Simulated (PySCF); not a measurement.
# From one method to the next for Se⁻

Aim: see what other levels and later steps give for Se⁻.

Computed with PySCF 2.14.0. Level: method and basis as typed in the scripts.

1 further run of the same task is left out (it didn't finish).

## (1) The atom

Se⁻: 1 atom, charge -1, spin multiplicity 2.

## (2) The run that the others are compared with

input.py reads:

```python
from pyscf import gto, dft

mol = gto.M(
    atom='Se 0 0 0',
    basis='6-311++g**',
    charge=-1,
    spin=1,
    verbose=4,
)
mf = dft.UKS(mol, xc='mn15')
mf.kernel()
mf.dip_moment()
print('orbital energies (hartree):', [e[max(0, n-3):n+3].round(4) for e, n in zip(mf.mo_energy, mol.nelec)])
```

Started as:

```console
$ OMP_NUM_THREADS=1 python input.py
```

## (3) CCSD(T) (UHF)

Edit 1 changes step after the SCF: none → ccsd(t); SCF type: UKS → UHF; functional: mn15 → none (Hartree–Fock); frozen orbitals: none → 9.

Edit input.py of step 2 so:

```diff
@@ -1,2 +1,2 @@
-from pyscf import gto, dft
+from pyscf import gto, scf, cc
 
@@ -9,4 +9,7 @@
 )
-mf = dft.UKS(mol, xc='mn15')
+mf = scf.UHF(mol)
 mf.kernel()
+mycc = cc.CCSD(mf, frozen=9)
+mycc.kernel()
+mycc.ccsd_t()
 mf.dip_moment()
```

## (4) Wb97x-v

Edit 2 changes functional: mn15 → wb97x-v.

Edit input.py of step 2 so:

```diff
@@ -9,3 +9,3 @@
 )
-mf = dft.UKS(mol, xc='mn15')
+mf = dft.UKS(mol, xc='wb97x-v')
 mf.kernel()
```

## (5) Stability test

Edit 3 changes step after the SCF: none → stability.

Edit input.py of step 2 so:

```diff
@@ -11,2 +11,3 @@
 mf.kernel()
+mf.stability(internal=True, external=True)
 mf.dip_moment()
```

## (6) MP2 (UHF)

Edit 4 changes step after the SCF: none → mp2; SCF type: UKS → UHF; functional: mn15 → none (Hartree–Fock); frozen orbitals: none → 9.

Edit input.py of step 2 so:

```diff
@@ -1,2 +1,2 @@
-from pyscf import gto, dft
+from pyscf import gto, scf, mp
 
@@ -9,4 +9,5 @@
 )
-mf = dft.UKS(mol, xc='mn15')
+mf = scf.UHF(mol)
 mf.kernel()
+mp.MP2(mf, frozen=9).kernel()
 mf.dip_moment()
```

What does the calculation give? Wanted: for each run, E(SCF); from base; gap, α spin; after the SCF.

As calculated:

```tsv
run	E(SCF) (hartree)	from base (eV)	cycles	gap, α spin (eV)	after the SCF
base	-2401.914150	0	8	13.66	n/a
CCSD(T) (UHF)	-2399.813769	not comparable	10	18.72	CCSD(T) correlation -6.740 eV, core frozen
wb97x-v	-2401.297754	not comparable	9	17.39	n/a
stability test	-2401.914150	0.0000	8	13.66	unstable: real -> complex, UHF/UKS -> GHF/GKS
MP2 (UHF)	-2399.813769	not comparable	10	18.72	MP2 correlation -6.532 eV, core frozen
```

On the same reference and core, CCSD(T) gains 6.74 eV in 3.2 s; MP2 reaches 97 % of that in 0.98 s. Total energies of different functionals can't be compared with each other; differences within one functional can. The dearest run is “wb97x-v”, at 20 s against 2.6 s.
